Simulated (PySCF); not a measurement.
**C₆H₉BO₃: NMR shifts in solvents**

Aim: compute the NMR shifts of C₆H₉BO₃ (`COB(OC)c1ccoc1`), and see what a dielectric continuum does where one was used.

The runs use PySCF 2.14.0, with density-fitted response routines of our own; the level of theory stands in each step. All values are computed, except where a source is named. Atoms are numbered from 0 throughout.

**1. The molecule as given**

19 atoms, charge 0, multiplicity 1; geometry from: GFN2-xTB. The atoms were then displaced at random by about 0.01 Å, so the start is not that level's minimum.

Bonds of the start (Å): C0–O1 1.42, O1–B2 1.35, B2–O3 1.35, O3–C4 1.44, B2–C5 1.59, C5–C6 1.43, C6–C7 1.36, C7–O8 1.37, O8–C9 1.34, C9–C5 1.38, C0–H10 1.09, C0–H11 1.07, C0–H12 1.13, C4–H13 1.09, C4–H14 1.10, C4–H15 1.11, C6–H16 1.08, C7–H17 1.05, C9–H18 1.07.

**2. Optimising the geometry at PBE0-D3(BJ)/def2-SVP**

Job settings and geometry (Å):

```
{"job": {"xc": "PBE0", "basis": "def2-SVP", "d3": "d3bj", "grid": 1, "shake": 0.01, "kind": "geom"}, "charge": 0, "multiplicity": 1}
C     -1.602610    -1.679190    -0.058950
O     -1.600350    -0.271630     0.158810
B     -0.475140     0.473000     0.188460
O     -0.515190     1.807130     0.402050
C     -1.788050     2.450760     0.584650
C      0.984750    -0.118640    -0.025800
C      1.719030    -0.200240    -1.253750
C      2.913770    -0.788170    -0.981600
O      2.977260    -1.092170     0.347870
C      1.824180    -0.695110     0.901360
H     -1.662770    -2.183310     0.903440
H     -0.741650    -1.990020    -0.616420
H     -2.557170    -1.873610    -0.636640
H     -2.555640     2.076700    -0.087830
H     -2.141620     2.295700     1.618720
H     -1.623340     3.535350     0.426780
H      1.372970     0.164020    -2.209270
H      3.726700    -1.043610    -1.589140
H      1.714130    -0.859870     1.948000
```

Run with:

```console
$ OMP_NUM_THREADS=1 python probes_run.py task.json out
```

The driver reads the jobs from task.json and runs them one after another.

Log:

```text
step   0  E = -483.74166434  max force = 0.038826
step   1  E = -483.74747466  max force = 0.008069
step   2  E = -483.74805543  max force = 0.003437
step   3  E = -483.74809856  max force = 0.002978
step   4  E = -483.74831090  max force = 0.001276
step   5  E = -483.74843490  max force = 0.001683
step   6  E = -483.74865290  max force = 0.002260
step   7  E = -483.74901409  max force = 0.002835
step   8  E = -483.74956875  max force = 0.005133
step   9  E = -483.74977659  max force = 0.008983
step  10  E = -483.75069283  max force = 0.009471
step  11  E = -483.75109602  max force = 0.010838
step  12  E = -483.74936174  max force = 0.015169
step  13  E = -483.75163136  max force = 0.005359
step  14  E = -483.75238932  max force = 0.003688
step  15  E = -483.75281727  max force = 0.003136
step  16  E = -483.75307627  max force = 0.002171
step  17  E = -483.75321908  max force = 0.002594
step  18  E = -483.75337672  max force = 0.002035
step  19  E = -483.75350374  max force = 0.001604
step  20  E = -483.75372155  max force = 0.001426
step  21  E = -483.75382323  max force = 0.001618
step  22  E = -483.75389897  max force = 0.000774
step  23  E = -483.75393310  max force = 0.000554
step  24  E = -483.75392685  max force = 0.000316
step  25  E = -483.75392563  max force = 0.000298
step  26  E = -483.75392804  max force = 0.000238
step  27  E = -483.75392830  max force = 0.000204
step  28  E = -483.75392980  max force = 0.000234
step  29  E = -483.75393183  max force = 0.000117
optimisation converged
```

Run time: 8.9 min. Hardware: 1 thread of Arm Neoverse V1, shared host; peak memory 0.87 GiB.

Step by step: (the energy doesn't fall at every step)

| step | energy from step 0 (eV) | largest force component (eV/Å) |
| --- | --- | --- |
| 0 | 0.0000 | 1.9965 |
| 1 | -0.1581 | 0.4149 |
| 2 | -0.1739 | 0.1767 |
| 3 | -0.1751 | 0.1531 |
| 4 | -0.1809 | 0.0656 |
| 5 | -0.1842 | 0.0865 |
| 6 | -0.1902 | 0.1162 |
| 7 | -0.2000 | 0.1458 |
| 8 | -0.2151 | 0.2639 |
| 9 | -0.2207 | 0.4619 |
| 10 | -0.2457 | 0.4870 |
| 11 | -0.2566 | 0.5573 |
| 12 | -0.2095 | 0.7800 |
| 13 | -0.2712 | 0.2756 |
| 14 | -0.2918 | 0.1896 |
| 15 | -0.3035 | 0.1613 |
| 16 | -0.3105 | 0.1116 |
| 17 | -0.3144 | 0.1334 |
| 18 | -0.3187 | 0.1046 |
| 19 | -0.3222 | 0.0825 |
| 20 | -0.3281 | 0.0733 |
| 21 | -0.3309 | 0.0832 |
| 22 | -0.3329 | 0.0398 |
| 23 | -0.3338 | 0.0285 |
| 24 | -0.3337 | 0.0162 |
| 25 | -0.3336 | 0.0153 |
| 26 | -0.3337 | 0.0122 |
| 27 | -0.3337 | 0.0105 |
| 28 | -0.3338 | 0.0120 |
| 29 | -0.3338 | 0.0060 |

Distances of close pairs at the start and the end, largest changes first:

| bond | before (Å) | after (Å) | change (Å) |
| --- | --- | --- | --- |
| C7–H17 | 1.047 | 1.087 | +0.040 |
| O3–C4 | 1.438 | 1.403 | -0.035 |
| C0–H12 | 1.133 | 1.100 | -0.033 |
| C0–H11 | 1.072 | 1.104 | +0.032 |
| B2–C5 | 1.590 | 1.558 | -0.031 |
| C0–O1 | 1.424 | 1.396 | -0.028 |
| C9–H18 | 1.065 | 1.086 | +0.021 |
| C0–H10 | 1.088 | 1.103 | +0.015 |

The final coordinates are the input of the step that follows.

| at the end point | value |
| --- | --- |
| point group (found at 0.08 Å tolerance) | C1 |
| rotational constants (GHz, main isotopes) | 2.278, 0.917, 0.659 |
| dipole moment (D) | 1.26 |

**3. Shielding tensors: PBE0/pcSseg-1 in dichloromethane**

Job settings and geometry (Å):

```
{"job": {"kind": "nmr", "xc": "PBE0", "basis": "pcSseg-1", "solvent": "dichloromethane", "pop": true}, "charge": 0, "multiplicity": 1}
C     -1.356581    -1.900980     0.704637
O     -1.496434    -0.521410     0.538989
B     -0.511972     0.315205     0.104911
O     -0.816218     1.637422     0.003403
C     -2.091374     2.118688     0.336486
C      0.941695    -0.086949    -0.287476
C      1.957806     0.856186    -0.684899
C      3.079896     0.138826    -0.949798
O      2.847594    -1.179557    -0.751735
C      1.570387    -1.305834    -0.356332
H     -0.545501    -2.149998     1.410211
H     -1.156694    -2.410496    -0.253805
H     -2.297207    -2.300016     1.111439
H     -2.887384     1.567927    -0.190387
H     -2.285365     2.033350     1.418803
H     -2.143264     3.179719     0.052949
H      1.832326     1.934219    -0.753748
H      4.082915     0.402832    -1.274788
H      1.247703    -2.325107    -0.163500
```

With the program's defaults for keys left out, this is: GIAO PBE0/pcSseg-1 NMR shielding, non-relativistic, IEF-PCM dichloromethane.

Log:

```text
coarse grid: 16440 points
cycle   1  E = -483.8330400451  dE =  1.711e+00  |g| = 8.224e-01  |ddm| = 3.891e+00
cycle   2  E = -483.7221128757  dE =  1.109e-01  |g| = 1.147e+00  |ddm| = 1.338e+00
cycle   3  E = -483.9579659852  dE = -2.359e-01  |g| = 8.390e-02  |ddm| = 8.203e-01
cycle   4  E = -483.9591850323  dE = -1.219e-03  |g| = 3.546e-02  |ddm| = 8.199e-02
cycle   5  E = -483.9594564004  dE = -2.714e-04  |g| = 1.077e-02  |ddm| = 3.334e-02
cycle   6  E = -483.9594788534  dE = -2.245e-05  |g| = 4.213e-03  |ddm| = 9.951e-03
cycle   7  E = -483.9594826809  dE = -3.827e-06  |g| = 7.910e-04  |ddm| = 3.170e-03
final grid: 160432 points
cycle   8  E = -484.0476522675  dE = -4.542e-05  |g| = 1.453e-02  |ddm| = 3.461e-02
cycle   9  E = -484.0476093873  dE =  4.288e-05  |g| = 2.144e-02  |ddm| = 1.968e-02
cycle  10  E = -484.0476908583  dE = -8.147e-05  |g| = 2.132e-03  |ddm| = 1.219e-02
cycle  11  E = -484.0476917998  dE = -9.415e-07  |g| = 3.826e-04  |ddm| = 1.567e-03
cycle  12  E = -484.0476918257  dE = -2.590e-08  |g| = 1.774e-04  |ddm| = 4.488e-04
cycle  13  E = -484.0476918324  dE = -6.743e-09  |g| = 3.398e-05  |ddm| = 1.497e-04
cycle  14  E = -484.0476918326  dE = -2.351e-10  |g| = 9.412e-06  |ddm| = 3.208e-05
converged SCF energy = -484.0476918326

GIAO shielding tensors (ppm)
atom      isotropic    diamagn.    paramagn.     s11        s22        s33       span
  0 C      130.013     245.285    -115.272    105.058    105.339    179.643     74.585
  1 O      230.408     396.718    -166.310     79.110    267.528    344.586    265.476
  2 B       75.253     197.992    -122.739     65.492     73.606     86.662     21.170
  3 O      238.203     398.402    -160.199    112.869    264.776    336.963    224.094
  4 C      132.864     241.567    -108.703    106.450    111.169    180.972     74.522
  5 C       65.659     255.722    -190.064    -11.443     44.431    163.987    175.429
  6 C       63.265     251.770    -188.506    -27.898     61.888    155.803    183.701
  7 C       37.539     255.831    -218.292    -42.822     47.628    107.810    150.632
  8 O       19.339     400.141    -380.802   -118.166    -65.270    241.452    359.618
  9 C       29.329     256.631    -227.302    -49.912     32.079    105.820    155.732
 10 H       27.240      30.792      -3.552     23.384     25.825     32.510      9.126
 11 H       27.243      30.602      -3.359     23.464     25.492     32.772      9.308
 12 H       27.199      27.820      -0.621     22.613     25.766     33.218     10.605
 13 H       27.415      28.552      -1.137     23.268     25.855     33.123      9.855
 14 H       27.570      28.267      -0.697     23.805     25.194     33.712      9.907
 15 H       27.530      27.106       0.425     22.964     25.896     33.731     10.767
 16 H       24.242      31.954      -7.712     21.051     24.313     27.361      6.310
 17 H       23.618      29.034      -5.416     20.525     24.705     25.623      5.098
 18 H       23.247      32.648      -9.401     18.911     23.595     27.234      8.323
```

It took 40 s on 1 thread of Arm Neoverse V1, shared host; peak memory 1 GiB.

Shifts follow as δ = σ(reference) − σ, with reference shieldings (ppm) from runs at the same level and on the same kind of geometry: 1H TMS 31.24, 13C TMS 185.3, 17O H2O 342.0, 11B BF3·OEt2 101.3. The references are single molecules in the same continuum, so shifts against H2O, NH3, PH3, H3PO4 or CFCl3 are not on the usual liquid scales and can be off by tens of ppm. Atoms listed in one row are averaged.

| atoms | environment | σ (ppm) | δ (ppm) |
| --- | --- | --- | --- |
| C9 | aromatic CH next to the ring oxygen | 29.3 | 156.0 |
| C7 | aromatic CH next to the ring oxygen | 37.5 | 147.8 |
| C6 | aromatic CH | 63.3 | 122.1 |
| C5 | substituted aromatic carbon | 65.7 | 119.7 |
| C0, C4 | methyl carbon bonded to O | 131.4 | 53.9 |
| H18 | hydrogen on an aromatic CH next to the ring oxygen | 23.25 | 8.00 |
| H17 | hydrogen on an aromatic CH next to the ring oxygen | 23.62 | 7.63 |
| H16 | hydrogen on an aromatic CH | 24.24 | 7.00 |
| H10, H11, H12, H13, H14, H15 | hydrogen on a methyl carbon bonded to O | 27.37 | 3.88 |
| O8 | aromatic ring oxygen | 19.3 | 322.7 |
| O1, O3 | oxygen bonded to C, B | 234.3 | 107.7 |
| B2 | boron bonded to C, 2 O | 75.3 | 26.0 |

The run also stored atomic charges by several schemes (e):

| atoms | Mulliken | IAO | Hirshfeld | ESP fit |
| --- | --- | --- | --- | --- |
| C0, C4 | -0.03 | -0.20 | -0.03 | -0.14 |
| O1, O3 | -0.53 | -0.41 | -0.18 | -0.41 |
| B2 | 0.68 | 0.47 | 0.23 | 0.73 |
| C5 | -0.36 | -0.23 | -0.13 | -0.32 |
| C6 | -0.21 | -0.21 | -0.09 | -0.39 |
| C7 | 0.15 | -0.01 | 0.00 | 0.11 |
| O8 | -0.37 | -0.24 | -0.07 | -0.25 |
| C9 | 0.17 | 0.03 | 0.02 | 0.13 |

Mayer bond orders: C0–O1 0.88, O1–B2 1.15, B2–O3 1.19, O3–C4 0.88, B2–C5 0.89, C5–C6 1.25, C6–C7 1.62, C7–O8 1.05, O8–C9 1.09, C9–C5 1.59.

Ring of atoms C5, C6, C7, O8, C9: NICS(0) -11.6, NICS(1) -10.5, NICS(1)zz -26.9 ppm (means of both faces).

**4. NMR shieldings: PBE0/pcSseg-1 in tetrahydrofuran**

The job, as its differences from that of step 3:

```diff
@@ -1,2 +1,2 @@
-{"job": {"kind": "nmr", "xc": "PBE0", "basis": "pcSseg-1", "solvent": "dichloromethane", "pop": true}, "charge": 0, "multiplicity": 1}
+{"job": {"kind": "nmr", "xc": "PBE0", "basis": "pcSseg-1", "solvent": "tetrahydrofuran", "pop": false}, "charge": 0, "multiplicity": 1}
 C     -1.356581    -1.900980     0.704637
```

Level: GIAO PBE0/pcSseg-1 NMR shielding, non-relativistic, IEF-PCM tetrahydrofuran.

Log:

```text
coarse grid: 16440 points
cycle   1  E = -483.8324733385  dE =  1.712e+00  |g| = 8.229e-01  |ddm| = 3.891e+00
cycle   2  E = -483.7208039590  dE =  1.117e-01  |g| = 1.149e+00  |ddm| = 1.342e+00
cycle   3  E = -483.9576507164  dE = -2.368e-01  |g| = 8.413e-02  |ddm| = 8.238e-01
cycle   4  E = -483.9588770783  dE = -1.226e-03  |g| = 3.567e-02  |ddm| = 8.236e-02
cycle   5  E = -483.9591506673  dE = -2.736e-04  |g| = 1.073e-02  |ddm| = 3.333e-02
cycle   6  E = -483.9591727496  dE = -2.208e-05  |g| = 4.162e-03  |ddm| = 9.797e-03
cycle   7  E = -483.9591764675  dE = -3.718e-06  |g| = 7.449e-04  |ddm| = 3.087e-03
final grid: 160432 points
cycle   8  E = -484.0473482996  dE = -4.520e-05  |g| = 1.460e-02  |ddm| = 3.459e-02
cycle   9  E = -484.0473045678  dE =  4.373e-05  |g| = 2.158e-02  |ddm| = 1.982e-02
cycle  10  E = -484.0473872079  dE = -8.264e-05  |g| = 2.164e-03  |ddm| = 1.231e-02
cycle  11  E = -484.0473881805  dE = -9.725e-07  |g| = 3.865e-04  |ddm| = 1.595e-03
cycle  12  E = -484.0473882070  dE = -2.658e-08  |g| = 1.776e-04  |ddm| = 4.539e-04
cycle  13  E = -484.0473882138  dE = -6.770e-09  |g| = 3.401e-05  |ddm| = 1.504e-04
cycle  14  E = -484.0473882140  dE = -2.344e-10  |g| = 9.492e-06  |ddm| = 3.228e-05
converged SCF energy = -484.0473882140

GIAO shielding tensors (ppm)
atom      isotropic    diamagn.    paramagn.     s11        s22        s33       span
  0 C      130.022     245.276    -115.253    105.082    105.380    179.606     74.524
  1 O      230.457     396.691    -166.234     79.234    267.663    344.475    265.241
  2 B       75.258     197.992    -122.734     65.526     73.583     86.663     21.137
  3 O      238.082     398.377    -160.295    112.670    264.677    336.899    224.229
  4 C      132.858     241.552    -108.694    106.472    111.170    180.931     74.459
  5 C       65.595     255.714    -190.119    -11.508     44.324    163.967    175.476
  6 C       63.199     251.749    -188.550    -27.960     61.781    155.777    183.737
  7 C       37.587     255.854    -218.267    -42.775     47.735    107.802    150.578
  8 O       19.343     400.110    -380.767   -118.206    -65.130    241.365    359.571
  9 C       29.447     256.641    -227.194    -49.757     32.301    105.798    155.555
 10 H       27.247      30.801      -3.554     23.394     25.832     32.514      9.120
 11 H       27.251      30.612      -3.361     23.475     25.500     32.777      9.302
 12 H       27.203      27.825      -0.622     22.617     25.772     33.219     10.602
 13 H       27.417      28.555      -1.138     23.270     25.860     33.123      9.853
 14 H       27.574      28.272      -0.698     23.808     25.200     33.713      9.905
 15 H       27.536      27.112       0.424     22.971     25.904     33.733     10.762
 16 H       24.242      31.955      -7.713     21.051     24.311     27.364      6.313
 17 H       23.628      29.044      -5.416     20.541     24.717     25.627      5.085
 18 H       23.262      32.670      -9.408     18.934     23.604     27.248      8.315
```

It took 37 s on 1 thread of Arm Neoverse V1, shared host; peak memory 1 GiB.

In short: δ C9 155.8, C7 147.7, C6 122.1, C5 119.7, H18 7.98, H17 7.62 ppm.

**5. Comparing the runs: NMR shifts**

Shifts (ppm) of some atoms, chosen among heavy atoms and hydrogens apart, means over like atoms, with basis size and wall time:

| run | C9 | C7 | C0 | H18 | H17 | O8 | O1 | functions | time |
| --- | --- | --- | --- | --- | --- | --- | --- | --- | --- |
| PBE0/pcSseg-1 in dichloromethane | 156.0 | 147.8 | 53.9 | 8.00 | 7.63 | 322.7 | 107.7 | 215 | 40 s |
| PBE0/pcSseg-1 in tetrahydrofuran | 155.8 | 147.7 | 53.8 | 7.98 | 7.62 | 322.5 | 107.5 | 215 | 37 s |

The continuum's effect on the ground state:

| solvent | ε | polarisation energy (Eh) | μ (D) |
| --- | --- | --- | --- |
| tetrahydrofuran | 7.43 | -0.0079 | 1.63 |
| dichloromethane | 8.93 | -0.0082 | 1.65 |

**6. Results**

| quantity | value |
| --- | --- |
| point group | C1 |
| rotational constants (main isotopes) | 2.28, 0.92, 0.66 GHz |
| 13C shifts against TMS (PBE0/pcSseg-1, dichloromethane, means over atoms taken as alike) | 156.0, 147.8, 122.1, 119.7, 53.9 ppm |
| 1H shifts against TMS (PBE0/pcSseg-1, dichloromethane, means over atoms taken as alike) | 8.00, 7.63, 7.00, 3.88 ppm |
| 17O shifts against H2O (PBE0/pcSseg-1, dichloromethane, means over atoms taken as alike) | 322.7, 107.7 ppm |
| 11B shifts against BF3·OEt2 (PBE0/pcSseg-1, dichloromethane) | 26.0 ppm |
| range of the shift of O8 | 322.5 to 322.7 ppm |

In words: Over 29 steps the energy fell by 0.334 eV; of the close pairs, C7–H17 changed most, 1.047 to 1.087 Å. At PBE0/pcSseg-1: The widest tensor belongs to O8: span 360 ppm, with a paramagnetic part of -381 ppm. NICS(1)zz of -27 ppm above the planar ring from C5 marks a diatropic (aromatic) ring current. Across the 2 runs the shift of O8 moves most, between 322.5 (PBE0/pcSseg-1 in tetrahydrofuran) and 322.7 ppm (PBE0/pcSseg-1 in dichloromethane). Most of that comes from the computed reference, not from the atom's own shielding. The continuum holds electrostatics alone: no hydrogen bonds to the solvent, and the gas-phase geometry is kept.
